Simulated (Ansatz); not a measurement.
# C₂H₂SSe: up Jacob's ladder to CCSD(T)

How much do the methods differ for C₂H₂SSe? The plan is to run it at one geometry with functionals of several rungs and with coupled cluster. The yardstick is the atomisation energy at the CCSD(T) limit.

Program: Ansatz 0.2.0, Gaussian basis. Level of theory: functionals in def2-TZVPP, the program's frozen cores in correlated methods. These are calculated values, not measurements.

The runs, in order: LDA (SPW92), PBE-D4, revPBE-D4, BLYP-D4, r2SCAN-D4, B97M-V, PBE0-D4, B3LYP-D4, r2SCANh-D4, r2SCAN0-D4, HSE06-D4, BHLYP-D4, CAM-B3LYP-D4, LC-ωPBE, ωB97X-V, ωB97M-V, B2PLYP, PBE-QIDH; CCSD(T)/def2-SVP; CCSD(T)/def2-TZVPP; MP2/def2-QZVPP; extrapolation to the limit; RPA on PBE.

### Step 1. The geometry

An earlier PBE0-D4 in a triple-zeta def2 set relaxation fixed the geometry.

SMILES `SC=C=[Se]`, 6 atoms, charge 0, spin multiplicity 1.

Atoms are counted from 1 here; the program's logs count them from 0.

Bond lengths: S1–C2 1.766 Å, S1–H5 1.347 Å, C2–C3 1.307 Å, C2–H6 1.085 Å, C3–Se4 1.690 Å. Angles: C2–S1–H5 97.7°, S1–C2–C3 118.0°, S1–C2–H6 120.4°, C3–C2–H6 121.4°, C2–C3–Se4 179.2°.

### Step 2. LDA

This LDA is Slater exchange with PW92 correlation.

File in.yaml:

```yaml
crystal:
  periodic: [false, false, false]
  atoms:
    - {symbol: S, position_ang: [1.121638, 0.529173, -1.084899]}
    - {symbol: C, position_ang: [0.340644, -0.115543, 0.361596]}
    - {symbol: C, position_ang: [-0.806983, -0.724116, 0.220746]}
    - {symbol: Se, position_ang: [-2.286949, -1.514036, 0.015209]}
    - {symbol: H, position_ang: [0.832510, 1.829182, -0.882007]}
    - {symbol: H, position_ang: [0.841241, -0.068660, 1.323054]}
basis:
  gaussian: {orbitals: def2-TZVPP}
hamiltonian: {xc: lda}
output: {orbitals: {seedname: orbitals}}
```

The run is started by

```console
$ ansatz run in.yaml --threads 2 --pin off --events-out ev --progress --plain --max-ram 4352MiB
```

The runs that follow: PBE-D4 (GGA); revPBE-D4 (GGA); BLYP-D4 (GGA); r2SCAN-D4 (meta-GGA); B97M-V (meta-GGA); B3LYP-D4 (hybrid); r2SCANh-D4 (hybrid); r2SCAN0-D4 (hybrid); HSE06-D4 (hybrid); BHLYP-D4 (hybrid); CAM-B3LYP-D4 (range-separated); LC-ωPBE (range-separated); ωB97X-V (range-separated); ωB97M-V (range-separated); B2PLYP (double hybrid); PBE-QIDH (double hybrid); CCSD(T) in def2-SVP; CCSD(T) in def2-TZVPP; MP2 in def2-QZVPP; RPA on PBE orbitals.

Before running them: what should the planned runs give, taken together? Wanted: atomisation energy, CCSD(T)/CBS; farthest beyond LDA; mean size of error, GGA; mean size of error, meta-GGA; mean size of error, hybrid; mean size of error, range-separated; mean size of error, double hybrid; gap, smallest and largest; T1 diagnostic.

As calculated:

| quantity | value |
| --- | --- |
| atomisation energy, CCSD(T)/CBS | 2156.3 kJ/mol |
| functionals within 21.6 kJ/mol (1.0 %) | B3LYP-D4, r2SCANh-D4, CAM-B3LYP-D4, ωB97X-V, ωB97M-V, B2PLYP, PBE-QIDH |
| farthest beyond LDA | PBE-D4 (+119.3 kJ/mol) |
| mean size of error, GGA | 67.3 kJ/mol |
| mean size of error, meta-GGA | 27.2 kJ/mol |
| mean size of error, hybrid | 37.8 kJ/mol |
| mean size of error, range-separated | 17.5 kJ/mol |
| mean size of error, double hybrid | 14.2 kJ/mol |
| gap, smallest and largest | 1.98 eV (LDA (SPW92)), 8.48 eV (LC-ωPBE) |
| T1 diagnostic | 0.0156 |
| triples share of the correlation energy | 5.0 % |

LDA overbinds by 431.6 kJ/mol (20 %). PBE-D4 is off by +119.3 kJ/mol. Double hybrids carry the basis error of their MP2 part in triple zeta, and no dispersion term here, so their miss is partly the set-up's. The rungs double hybrid, range-separated miss on average by less than the doubt on the reference (21.6 kJ/mol), so they tie; GGA functionals have the largest mean beyond LDA (67.3 kJ/mol). Misses under about 21.6 kJ/mol are within the doubt on the reference itself, which lacks core-valence correlation, relativity and higher excitations, and its outer-core shells are covered unevenly. All levels share the lack of spin-orbit coupling, which lowers the free heavy atoms and so the true binding. Hartree-Fock recovers 65 % of the binding; the rest is correlation. CCSD(T) in def2-SVP is off by -149.0 kJ/mol, worse than the median functional, from the basis alone. Orbital gaps span 2.0 to 8.5 eV; exact exchange widens them. The restricted reference is unstable towards a spin-broken one. Correlated methods include outer-core shells of Se, which these sets cover unevenly.
